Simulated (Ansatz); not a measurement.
# CH5BSSi: rigid torsion scan, by script

Wanted for CH5BSSi: a rigid torsion scan.

Computed with the Python package of Ansatz 0.2.0. Level of theory: Hartree-Fock/cc-pVDZ.

### Step 1. Starting point

Bond lengths: B1–C2 1.499 Å, C2–Si3 1.828 Å, C2–S4 1.465 Å, B1–H5 1.235 Å, B1–H6 1.214 Å, Si3–H7 1.525 Å, Si3–H8 1.409 Å, Si3–H9 1.522 Å. Angles: B1–C2–Si3 119.1°, B1–C2–S4 121.3°, Si3–C2–S4 119.4°, C2–B1–H5 122.3°, C2–B1–H6 123.9°, H5–B1–H6 113.8°, C2–Si3–H7 109.2°, C2–Si3–H8 111.2°, C2–Si3–H9 110.6°, H7–Si3–H8 108.9°, H7–Si3–H9 106.4°, H8–Si3–H9 110.5°.

The script holds or builds the structure itself.

### Step 2. Script

File ch5bssi_torsion.py:

```python
'''Energy of CH5BSSi as one group turns about a bond.'''

import warnings

import ansatz as az
from ase import Atoms

warnings.simplefilter('ignore', az.DeckWarning)

atoms = Atoms(['B', 'C', 'Si', 'S', 'H', 'H', 'H', 'H', 'H'], positions=[
    [-0.6724, 1.2355, -0.7247],
    [0.2222, 0.0329, -0.6878],
    [0.3767, -0.9132, 0.8688],
    [0.8823, -0.4615, -1.8986],
    [-0.9024, 1.8556, -1.7671],
    [-1.2582, 1.6732, 0.2448],
    [1.75, -1.5732, 0.9195],
    [-0.613, -1.9123, 0.957],
    [0.3034, 0.0167, 2.0711],
])

# relax first, so that the scan starts from a minimum
first = az.Crystal.molecule_from_ase(atoms).calculation()
first = first.basis(gaussian='cc-pVDZ')
first = first.functional('hf').relax(force_tolerance=0.02, max_steps=80)
atoms.positions = first.run(threads=1).report['positions_ang']

start = atoms.get_dihedral(2, 1, 0, 4)
energies = {}
for turn in range(0, 360, 40):
    turned = atoms.copy()
    turned.set_dihedral(2, 1, 0, 4, start + turn, indices=[0, 4, 5])
    model = az.Crystal.molecule_from_ase(turned).calculation().basis(gaussian='cc-pVDZ').functional('hf')
    energies[round((start + turn) % 360)] = model.run(threads=1).report['free_energy_ev']
floor = min(energies.values())
print('dihedral Si2-C1-B0-H4 (deg)   E - E(min) (kJ/mol)')
for angle, e in sorted(energies.items()):
    print(f'{angle:8d} {96.485332 * (e - floor):14.3f}  ' + '#' * int(30 * (e - floor) / max(max(energies.values()) - floor, 1e-9)))
```

### Step 3. The run

Started as:

```bash
python ch5bssi_torsion.py
```

Q: Predict the main results. Wanted: range of energy; lowest point, turn.

**Answer**, as computed:

```
              quantity     value
         runs compared         9
       range of energy  0.396 eV
lowest point, turn (°)         0
```

In words: The lowest point lies at a turn of 0°, the highest 0.396 eV (38.2 kJ/mol) above it at 280°. The grid can miss the true lowest and highest points, and the rest of the molecule is held rigid. Run 0: The relaxation took 39 moves; the largest shift is 1.247 Å, of atom 5 (H). So large a move can change the bonding: the results belong to the relaxed structure. The scan is rigid and the energies are electronic, in a modest basis. With rigid groups the curve can differ much from the relaxed path, the start wasn't checked as a minimum of this torsion, and equivalent turns needn't return to the same energy.
